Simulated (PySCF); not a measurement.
# [Sm(H2O)4]3+: other functionals and bases at one geometry

An exercise on one series of results from a longer session: the logs are not shown, and one member is left open.

The runs use PySCF 2.14.0; several levels, as the steps say, no spin–orbit coupling.

1 further run of the same task is left out (for a known fault of the program).

## The system as given

13 atoms, charge 3, spin multiplicity 1.

Bond lengths: Sm1–O2 2.337 Å, Sm1–O5 2.337 Å, Sm1–O8 2.337 Å, Sm1–O11 2.337 Å, O2–H3 0.984 Å, O2–H4 0.984 Å, O5–H6 0.984 Å, O5–H7 0.984 Å, O8–H9 0.984 Å, O8–H10 0.984 Å, O11–H12 0.984 Å, O11–H13 0.984 Å. Angles: O2–Sm1–O5 110.9°, O2–Sm1–O8 106.6°, O2–Sm1–O11 110.9°, O5–Sm1–O8 110.9°, O5–Sm1–O11 106.6°, O8–Sm1–O11 110.9°, Sm1–O2–H3 128.3°, Sm1–O2–H4 128.4°, H3–O2–H4 103.2°, Sm1–O5–H6 128.4°, Sm1–O5–H7 128.3°, H6–O5–H7 103.2°, Sm1–O8–H9 128.4°, Sm1–O8–H10 128.3°, H9–O8–H10 103.2°, Sm1–O11–H12 128.3°, Sm1–O11–H13 128.4°, H12–O11–H13 103.2°.

As a file:

```xyz
13
charge 3, multiplicity 1
Sm    0.0000    0.0000    0.0000
O     1.3971    1.3559    1.2935
H     2.1951    1.0958    1.8063
H     1.3365    2.3255    1.4477
O    -1.3971   -1.2935    1.3559
H    -1.3365   -1.4477    2.3255
H    -2.1951   -1.8063    1.0958
O     1.3971   -1.3559   -1.2935
H     1.3365   -2.3255   -1.4477
H     2.1951   -1.0958   -1.8063
O    -1.3971    1.2935   -1.3559
H    -2.1951    1.8063   -1.0958
H    -1.3365    1.4477   -2.3255
```

Formal oxidation states: Sm +3. Each metal's 5 4f electrons lie in its core potential, so multiplicities, spins and levels count the valence alone. An earlier session relaxed this geometry at PBE0, Sm lcecp-1-SVP with ECP51, O def2-SVP, H def2-SVP (singlet, point group S4).

At PBE0 on the finer grid: E = -338.909420 Eh, HOMO -24.13 eV, LUMO -15.23 eV, Mulliken charge on Sm1 +1.79 e, largest force component 0.005 eV/Å. 

Levels to run: CAM-B3LYP; revPBE; PBE0, TZVP. Hardware: 2 threads of Intel Xeon Platinum 8488C (Sapphire Rapids), shared host.

Set-up of the first run:

Input file run.py (the lines that set the calculation):

```python
mol = gto.M(atom='''
Sm     0.00000     0.00000     0.00000
O      1.39711     1.35591     1.29350
H      2.19510     1.09578     1.80628
H      1.33648     2.32555     1.44768
O     -1.39711    -1.29350     1.35591
H     -1.33648    -1.44767     2.32555
H     -2.19511    -1.80628     1.09578
O      1.39711    -1.35591    -1.29350
H      1.33648    -2.32555    -1.44768
H      2.19510    -1.09578    -1.80628
O     -1.39711     1.29350    -1.35591
H     -2.19511     1.80628    -1.09578
H     -1.33648     1.44767    -2.32555''',
    basis={'Sm': 'lcecp-1-SVP', 'O': 'def2-SVP', 'H': 'def2-SVP'},
    ecp={'Sm': 'lcecp-1-SVP'},
    charge=3, spin=0)
mf = dft.RKS(mol, xc='CAMB3LYP')
mf.grids.atom_grid = (75, 302)  # f atoms: unpruned, at least (60, 302)
mf = mf.density_fit()  # fitting sets: Sm AutoAux, O def2-universal-JKFIT, H def2-universal-JKFIT
mf.conv_tol = 1e-08; mf.max_cycle = 55
mf.kernel(dm0)  # dm0: the density of the relaxed state
```

On the command line:

```
$ OMP_NUM_THREADS=2 python run.py
```

Steps of the session up to this table: CAM-B3LYP; revPBE; PBE0, TZVP.

One of the session's tables, all rows but one given; the rest of the session is left out.

```
              level  HOMO (eV)  gap (eV)  charge on Sm1 (e)  largest force component (eV/Å)
PBE0 (relaxed here)     -24.13      8.89               1.79                            0.01
          CAM-B3LYP     -25.63     11.57               1.77                            0.12
             revPBE     -22.19      6.15               1.65                            0.45
         PBE0, TZVP          ?         ?                  ?                               ?
```

**Question.** Estimate the row for PBE0, TZVP.

The run gave: HOMO (eV): -24.14; gap (eV): 8.98; charge on Sm1 (e): 2.11; largest force component (eV/Å): 0.25. In the column «HOMO (eV)» it lies between CAM-B3LYP (-25.63) and PBE0 (relaxed here) (-24.13).

In one basis the HOMO–LUMO gap runs from 6.15 eV (revPBE) to 11.57 eV (CAM-B3LYP). The largest leftover force, 0.45 eV/Å with revPBE, stands at a geometry relaxed at another level. With 4f in the core, its levels are missing from HOMO and gap, and its count is fixed, so no charge can pass from the ligands into it. Total energies of different levels can't be compared.
